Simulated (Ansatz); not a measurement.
# Ta (Ta, omega (AlB2-type)): the cost of one run

Computed with Ansatz 0.2.0 (DFT PBEsol, plane waves (420 eV) with PAW, scalar-relativistic; PBE-made PAW files, unless a step says otherwise).

## 1. The system as given

Symmetry: P6/mmm, No. 191, hexagonal system. The conventional cell has a = 4.674 Å, b = 4.674 Å, c = 2.865 Å, α = 90.00°, β = 90.00°, γ = 120.00°. Ta (site symmetry 6/mmm) is surrounded by 14 Ta at 2.86 to 3.05 Å. Ta (site symmetry -6m2) has 11 Ta at 2.70 to 3.05 Å as nearest neighbours.

Coordinates:

```
CELL_PARAMETERS angstrom
4.67351 0.00000 0.00000
-2.33676 4.04738 0.00000
0.00000 0.00000 2.86486
ATOMIC_POSITIONS crystal
Ta 0.00000 0.00000 0.00000
Ta 0.33333 0.66667 0.50000
Ta 0.66667 0.33333 0.50000
```

## 2. Relaxing cell and atoms

Input file input.yaml:

```yaml
crystal:
  lattice:
    - [4.6735112553, 0.0, 0.0]
    - [-2.3367556276, 4.047379472, 0.0]
    - [0.0, 0.0, 2.8648623995]
  atoms:
    - { symbol: Ta, position: [0.0, 0.0, 0.0] }
    - { symbol: Ta, position: [0.3333333333, 0.6666666667, 0.5] }
    - { symbol: Ta, position: [0.6666666667, 0.3333333333, 0.5] }
hamiltonian:
  xc: pbesol
  pseudopotentials:
    kind: paw
    azcp:
      Ta: "pseudopotentials/Ta.paw.azcp"
basis:
  ecutwfc: 420
  fft_grid_basis: typed
kpoints:
  mp_grid: { grid: [8, 8, 11], shift: [0, 0, 0] }
magnetization:
  spin_polarized: false
scf:
  occupations: { method: fermi_dirac, width: 0.1 }
relax:
  max_steps: 60
  f_tol: 0.01
  cell: {}
```

Q: Estimate wall time and peak memory on 2 threads of an Arm CPU, shared host.

About 11 s, with a peak of 0.36 GiB.
